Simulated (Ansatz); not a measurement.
# H3OSeSi− (SMILES [SiH3]O[Se-]): functionals against CCSD(T) at one geometry

Aim: energy, forces and dipole at a structure displaced at random from a GFN2-xTB minimum, from CCSD(T) and from density functionals.

The runs use Ansatz 0.2.0, Gaussian basis; single points in def2-TZVPPD.

Correlated methods freeze the cores. Filled d shells of the heavier atoms are correlated.

### Step 1. Starting geometry

6 atoms, charge -1, spin multiplicity 1.

Atoms are counted from 1 here; the program's logs count them from 0.

Bond lengths: Si1–O2 1.523 Å, Si1–H4 1.367 Å, Si1–H5 1.535 Å, Si1–H6 1.495 Å, O2–Se3 1.969 Å. Angles: O2–Si1–H4 102.1°, O2–Si1–H5 114.6°, O2–Si1–H6 109.3°, H4–Si1–H5 108.0°, H4–Si1–H6 113.0°, H5–Si1–H6 109.7°, Si1–O2–Se3 126.5°.

Geometry (Å):

```tsv
atom	x (Å)	y (Å)	z (Å)
Si1	-0.2242	0.4183	-0.1486
O2	-0.0970	-1.0950	-0.0343
Se3	1.2406	-2.0809	1.0215
H4	-1.2698	0.5530	-1.0193
H5	0.9974	1.1181	-0.7609
H6	-0.5101	0.9940	1.2017
```

### Step 2. CCSD(T)/def2-TZVPPD

Input file run/in.yaml:

```yaml
crystal:
  periodic: [false, false, false]
  atoms:
    - {symbol: Si, position_ang: [-0.224200, 0.418300, -0.148600]}
    - {symbol: O, position_ang: [-0.097000, -1.095000, -0.034300]}
    - {symbol: Se, position_ang: [1.240600, -2.080900, 1.021500]}
    - {symbol: H, position_ang: [-1.269800, 0.553000, -1.019300]}
    - {symbol: H, position_ang: [0.997400, 1.118100, -0.760900]}
    - {symbol: H, position_ang: [-0.510100, 0.994000, 1.201700]}
basis:
  gaussian: {orbitals: "def2-TZVPPD.json"}
total_charge: -1
correlation: {method: ccsd_t}
output: {forces: true}
```

The basis file named in the input lies beside it (Basis Set Exchange, JSON).

The command line of these runs was not kept.

### Step 3. PBE0-D4/def2-TZVPPD

Edit run/in.yaml of step 2 so:

```diff
@@ -12,3 +12,3 @@
 total_charge: -1
-correlation: {method: ccsd_t}
-output: {forces: true}
+hamiltonian: {xc: pbe0, dispersion: d4}
+output: {forces: true, orbitals: {seedname: orbitals}}
```

### Step 4. wB97M-V/def2-TZVPPD

Edit run/in.yaml of step 3 so:

```diff
@@ -12,3 +12,3 @@
 total_charge: -1
-hamiltonian: {xc: pbe0, dispersion: d4}
-output: {forces: true, orbitals: {seedname: orbitals}}
+hamiltonian: {xc: {name: wB97M-V}}
+output: {forces: true}
```

### Step 5. r2SCAN-D4/def2-TZVPPD

Edit run/in.yaml of step 4 so:

```diff
@@ -12,3 +12,3 @@
 total_charge: -1
-hamiltonian: {xc: {name: wB97M-V}}
+hamiltonian: {xc: r2scan, dispersion: d4}
 output: {forces: true}
```

### Step 6. PBE-D4/def2-TZVPPD

Edit run/in.yaml of step 5 so:

```diff
@@ -12,3 +12,3 @@
 total_charge: -1
-hamiltonian: {xc: r2scan, dispersion: d4}
+hamiltonian: {xc: pbe, dispersion: d4}
 output: {forces: true}
```

### Step 7. HSE06-D4/def2-TZVPPD

Edit run/in.yaml of step 6 so:

```diff
@@ -12,3 +12,3 @@
 total_charge: -1
-hamiltonian: {xc: pbe, dispersion: d4}
+hamiltonian: {xc: hse06, dispersion: d4}
 output: {forces: true}
```

### Step 8. BHLYP-D4/def2-TZVPPD

Edit run/in.yaml of step 7 so:

```diff
@@ -12,3 +12,3 @@
 total_charge: -1
-hamiltonian: {xc: hse06, dispersion: d4}
+hamiltonian: {xc: {name: BHLYP}, dispersion: d4}
 output: {forces: true}
```

(Steps that only read results are left out.)

What does the calculation give? Wanted: RMS force component; RMS force error; HOMO and LUMO, PBE0-D4; T1 diagnostic.

As calculated:

| quantity | value |
| --- | --- |
| RMS force component | 1.560 to 1.791 eV/Å over the methods |
| RMS force error | PBE0-D4 0.121, wB97M-V 0.096, r2SCAN-D4 0.084, PBE-D4 0.152, HSE06-D4 0.117, BHLYP-D4 0.277 eV/Å |
| HOMO and LUMO, PBE0-D4 | -0.63 and 3.07 eV |
| T1 diagnostic | 0.012 |

On forces the order runs from r2SCAN-D4 to BHLYP-D4. Frozen-core CCSD(T) forces in triple zeta carry basis errors of their own, and this is one geometry, so small gaps rank nothing.
